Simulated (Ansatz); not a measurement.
# C2H6BFN2: the cost of one run

Method: RKS r2SCAN-D4/STO-3G, in Ansatz 0.2.0.

## 1. The structure to begin with

Bond lengths: N1–C2 1.228 Å, C2–C3 1.505 Å, C3–N4 1.510 Å, C3–B5 1.612 Å, B5–F6 1.451 Å, N1–H7 1.022 Å, C2–H8 1.075 Å, C3–H9 1.056 Å, N4–H10 1.093 Å, N4–H11 1.024 Å, B5–H12 1.180 Å. Angles (14 of 16 angles, heavy atoms first): N1–C2–C3 121.0°, C2–C3–N4 111.9°, C2–C3–B5 110.2°, N4–C3–B5 104.7°, C3–B5–F6 121.7°, N1–C2–H8 119.7°, C3–C2–H8 119.3°, C2–N1–H7 124.8°, C2–C3–H9 109.9°, N4–C3–H9 112.8°, B5–C3–H9 107.1°, C3–N4–H10 101.8°, C3–N4–H11 109.3°, C3–B5–H12 121.0°.

Structure file:

```xyz
12

N    -1.6338    0.3668    1.1950
C    -0.7925   -0.3510    0.6602
C    -0.0570    0.1031   -0.5713
N     0.7964   -0.9972   -1.1560
B     0.9844    1.2747   -0.1970
F     2.0398    1.0747    0.7789
H    -2.1862    0.1066    2.0148
H    -0.5614   -1.3107    1.0864
H    -0.7401    0.5066   -1.2688
H     0.0418   -1.7293   -1.4549
H     1.3173   -1.4579   -0.4047
H     0.8684    2.3584   -0.6485
```

## 2. Relaxing end A

The input, input.yaml:

```yaml
crystal:
  periodic: [false, false, false]
  atoms:
    - { symbol: "N", position_ang: [-1.6338, 0.3668, 1.195] }
    - { symbol: C, position_ang: [-0.7925, -0.351, 0.6602] }
    - { symbol: C, position_ang: [-0.057, 0.1031, -0.5713] }
    - { symbol: "N", position_ang: [0.7964, -0.9972, -1.156] }
    - { symbol: B, position_ang: [0.9844, 1.2747, -0.197] }
    - { symbol: F, position_ang: [2.0398, 1.0747, 0.7789] }
    - { symbol: H, position_ang: [-2.1862, 0.1066, 2.0148] }
    - { symbol: H, position_ang: [-0.5614, -1.3107, 1.0864] }
    - { symbol: H, position_ang: [-0.7401, 0.5066, -1.2688] }
    - { symbol: H, position_ang: [0.0418, -1.7293, -1.4549] }
    - { symbol: H, position_ang: [1.3173, -1.4579, -0.4047] }
    - { symbol: H, position_ang: [0.8684, 2.3584, -0.6485] }
basis:
  gaussian: { orbitals: STO-3G }
hamiltonian:
  xc: r2scan
  dispersion: d4
relax:
  f_tol: 0.015
  max_steps: 40
```

On the command line:

```
$ ansatz run input.yaml --threads 1 --pin off --max-ram 2048MiB --backend cpu --events-out ev --progress --plain --runs-dir out
```

What time and memory should one allow on 1 thread of Arm Neoverse V1, shared host?

About 2.3 min, with a peak of 0.17 GiB.
